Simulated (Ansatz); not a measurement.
# CH7FGaN: the cost of one run

Program: Ansatz 0.2.0. Level of theory: RKS PBE0-D4/def2-mTZVP. These are calculated values, not measurements.

## 1. The structure to begin with

Bond lengths: Ga1–N2 2.252 Å, N2–C3 1.457 Å, Ga1–H4 1.544 Å, Ga1–H5 1.544 Å, Ga1–F7 2.126 Å, N2–H8 1.015 Å, C3–H9 1.094 Å, C3–H10 1.091 Å, C3–H11 1.095 Å. Angles (14 of 15 angles, heavy atoms first): Ga1–N2–C3 122.3°, N2–Ga1–F7 68.0°, Ga1–N2–H8 122.3°, C3–N2–H8 110.7°, N2–Ga1–H4 111.4°, N2–Ga1–H5 115.8°, H4–Ga1–F7 107.5°, H5–Ga1–F7 108.4°, N2–C3–H9 111.4°, N2–C3–H10 108.7°, N2–C3–H11 111.3°, H4–Ga1–H5 128.4°, H9–C3–H10 108.4°, H9–C3–H11 108.4°.

Coordinates:

```xyz
11

Ga   -0.3170    1.2211    1.2751
N     0.4647   -0.5066    0.0611
C    -0.3367   -1.1646   -0.9627
H    -1.7244    1.6478    0.8055
H     0.3299    1.4147    2.6639
H     0.9874    0.6536   -0.3490
F     1.0706    1.8524   -0.2062
H     1.1848   -1.1316    0.4089
H    -0.8279   -2.0605   -0.5706
H    -1.1074   -0.4711   -1.3038
H     0.2759   -1.4551   -1.8222
```

## 2. Pulling towards end A

Springs on the bonds that form and break draw the guess towards this end; the thresholds are loose.

input.yaml

```yaml
crystal:
  periodic: [false, false, false]
  atoms:
    - { symbol: Ga, position_ang: [-0.317, 1.2211, 1.2751] }
    - { symbol: "N", position_ang: [0.4647, -0.5066, 0.0611] }
    - { symbol: C, position_ang: [-0.3367, -1.1646, -0.9627] }
    - { symbol: H, position_ang: [-1.7244, 1.6478, 0.8055] }
    - { symbol: H, position_ang: [0.3299, 1.4147, 2.6639] }
    - { symbol: H, position_ang: [0.9874, 0.6536, -0.349] }
    - { symbol: F, position_ang: [1.0706, 1.8524, -0.2062] }
    - { symbol: H, position_ang: [1.1848, -1.1316, 0.4089] }
    - { symbol: H, position_ang: [-0.8279, -2.0605, -0.5706] }
    - { symbol: H, position_ang: [-1.1074, -0.4711, -1.3038] }
    - { symbol: H, position_ang: [0.2759, -1.4551, -1.8222] }
basis:
  gaussian: { orbitals: def2-mTZVP }
hamiltonian:
  xc: pbe0
  dispersion: d4
relax:
  f_tol: 0.15
  max_steps: 25
  restrain:
    - { distance: [0, 6], at: 3.09, k: 30.0 }
    - { distance: [5, 1], at: 2.32, k: 30.0 }
    - { distance: [0, 1], at: 1.93, k: 30.0 }
    - { distance: [5, 6], at: 0.88, k: 30.0 }
```

On the command line:

```
$ ansatz run input.yaml --threads 2 --pin off --max-ram 3072MiB --backend cpu --events-out ev --progress --plain --runs-dir out
```

What time and memory should one allow on 2 threads of Arm Neoverse N1, shared host?

About 57 s, with a peak of 0.26 GiB.
